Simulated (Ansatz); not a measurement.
# BClH₅NSi: basis-set convergence

An exercise on one series of results from a longer session: the logs are not shown, and one member is left open.

The runs use Ansatz 0.2.0, Gaussian basis; one geometry, several basis sets.

Levels to be run: PBE0-D4/def2-SVP; ωB97M-V/def2-SVP; PBE0-D4/def2-QZVPP; ωB97M-V/def2-QZVPP; the functionals' def2-TZVPP values are taken from earlier runs.

## The relaxed structure

All runs share one geometry, relaxed beforehand with PBE0-D4 in a triple-zeta def2 set.

SMILES `NB[SiH2]Cl`, 9 atoms, charge 0, spin multiplicity 1.

Atoms are counted from 1 here; the program's logs count them from 0.

Bond lengths: N1–B2 1.384 Å, N1–H5 1.008 Å, N1–H6 1.007 Å, B2–Si3 2.014 Å, B2–H7 1.198 Å, Si3–Cl4 2.073 Å, Si3–H8 1.487 Å, Si3–H9 1.491 Å. Angles: B2–N1–H5 123.0°, B2–N1–H6 123.7°, H5–N1–H6 113.2°, N1–B2–Si3 120.3°, N1–B2–H7 118.3°, Si3–B2–H7 121.4°, B2–Si3–Cl4 109.0°, B2–Si3–H8 113.3°, B2–Si3–H9 113.0°, Cl4–Si3–H8 106.8°, Cl4–Si3–H9 106.6°, H8–Si3–H9 107.7°.

Geometry (Å):

```xyz
9
charge 0, multiplicity 1
N     0.3426    1.6199   -0.1058
B    -0.4496    0.5784    0.3448
Si    0.0979   -1.3308    0.0113
Cl   -1.3756   -2.2689   -1.1049
H     0.1055    2.5896    0.0312
H     1.2039    1.4894   -0.6111
H    -1.4616    0.8456    0.9269
H     0.2620   -2.1230    1.2594
H     1.3634   -1.4467   -0.7688
```

Set-up of the first run:

The input, in.yaml:

```yaml
crystal:
  periodic: [false, false, false]
  atoms:
    - {symbol: N, position_ang: [0.342580, 1.619927, -0.105831]}
    - {symbol: B, position_ang: [-0.449629, 0.578423, 0.344772]}
    - {symbol: Si, position_ang: [0.097887, -1.330768, 0.011286]}
    - {symbol: Cl, position_ang: [-1.375617, -2.268895, -1.104942]}
    - {symbol: H, position_ang: [0.105473, 2.589605, 0.031241]}
    - {symbol: H, position_ang: [1.203869, 1.489438, -0.611087]}
    - {symbol: H, position_ang: [-1.461598, 0.845602, 0.926915]}
    - {symbol: H, position_ang: [0.261966, -2.122966, 1.259378]}
    - {symbol: H, position_ang: [1.363370, -1.446667, -0.768831]}
basis:
  gaussian: {orbitals: def2-SVP}
hamiltonian: {xc: pbe0, dispersion: d4}
output: {orbitals: {seedname: orbitals}}
```

Command:

```
$ ansatz run in.yaml --threads 2 --pin off --events-out ev --progress --plain --max-ram 4352MiB
```

Among the steps run: PBE0-D4 in def2-SVP; ωB97M-V in def2-SVP; PBE0-D4 in def2-QZVPP; ωB97M-V in def2-QZVPP.

One table of the session follows, with a row left open; its other results are not shown here.

| functional | basis | HOMO (eV) |
| --- | --- | --- |
| PBE0-D4 | def2-SVP | -7.71 |
| PBE0-D4 | def2-TZVPP | -7.84 |
| PBE0-D4 | def2-QZVPP | -7.86 |
| ωB97M-V | def2-SVP | -9.81 |
| ωB97M-V | def2-TZVPP | ? |
| ωB97M-V | def2-QZVPP | -10.01 |

Estimate the missing values for ωB97M-V, def2-TZVPP.

The run gave: HOMO (eV): -9.98. In the column «HOMO (eV)» it lies between ωB97M-V, def2-QZVPP (-10.01) and ωB97M-V, def2-SVP (-9.81).
